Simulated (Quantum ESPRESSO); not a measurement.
## Sn3Se: band structure with PBEsol

Sn3Se:

```xyz
4
Lattice="0.0000 3.7331 3.7331 3.7331 0.0000 3.7331 3.7331 3.7331 0.0000" Properties=species:S:1:pos:R:3 pbc="T T T"
Sn    3.7331    3.7331    3.7331
Sn    5.5997    5.5997    5.5997
Sn    1.8666    1.8666    1.8666
Se    0.0000    0.0000    0.0000
```

The cell comes from a database or a generator and needn't be the stable form of this composition.

```json
{
 "Program": "Quantum ESPRESSO 7.5",
 "Task": "band structure",
 "Functional": "PBEsol",
 "Potentials or basis": "GBRV 1.5 PBEsol",
 "Cutoff": "925 eV",
 "Density cutoff": "7401 eV",
 "k mesh": "6 × 6 × 6",
 "Occupations": "fermi-dirac, width 0.05 eV",
 "Spin": "no spin polarisation",
 "Mixing beta": "0.5",
 "Most SCF iterations": "120",
 "SCF threshold": "8e-10 Ry"
}
```

```json
{
  "Pressure": "-3.4 GPa",
  "Band gap on the k mesh": "none (metal or under the smearing width)"
}
```

Levels at the corners of the path, in eV from the Fermi level:
| point | band 20 | band 21 | band 22 | band 23 | band 24 | band 25 | band 26 | band 27 | band 28 | band 29 |
| --- | --- | --- | --- | --- | --- | --- | --- | --- | --- | --- |
| Γ | -2.86 | -2.86 | -2.86 | -1.31 | -1.31 | -1.31 | -0.55 | -0.55 | -0.55 | 4.07 |
| X | -4.81 | -4.81 | -0.33 | 0.47 | 0.47 | 0.96 | 2.74 | 2.74 | 3.25 | 4.09 |
| W | -2.88 | -2.81 | -2.27 | -2.27 | 0.87 | 0.87 | 3.16 | 3.21 | 3.36 | 3.78 |
| K | -4.49 | -2.77 | -1.44 | -1.13 | -0.11 | 1.53 | 1.60 | 2.84 | 3.71 | 4.26 |
| Γ | -2.86 | -2.86 | -2.86 | -1.31 | -1.31 | -1.31 | -0.55 | -0.55 | -0.55 | 4.07 |
| L | -3.36 | -3.36 | -2.16 | -2.16 | -0.86 | 0.34 | 2.10 | 2.10 | 3.50 | 3.50 |
| U | -4.49 | -2.77 | -1.44 | -1.13 | -0.11 | 1.53 | 1.60 | 2.84 | 3.71 | 4.26 |
| W | -2.88 | -2.81 | -2.27 | -2.27 | 0.87 | 0.87 | 3.16 | 3.21 | 3.36 | 3.78 |
| L | -3.36 | -3.36 | -2.16 | -2.16 | -0.86 | 0.34 | 2.10 | 2.10 | 3.50 | 3.50 |
| K | -4.49 | -2.77 | -1.44 | -1.13 | -0.11 | 1.53 | 1.60 | 2.84 | 3.71 | 4.26 |
| U | -4.49 | -2.77 | -1.44 | -1.13 | -0.11 | 1.53 | 1.60 | 2.84 | 3.71 | 4.26 |
| X | -4.81 | -4.81 | -0.33 | 0.47 | 0.47 | 0.96 | 2.74 | 2.74 | 3.25 | 4.09 |

It took 6.9 min on 2 MPI ranks on Arm Neoverse V2, with other jobs on the host, peak memory 0.74 GiB a rank.

Caveat: some levels on the path didn't converge; spin-orbit coupling is left out, which moves the levels of the heavy elements.
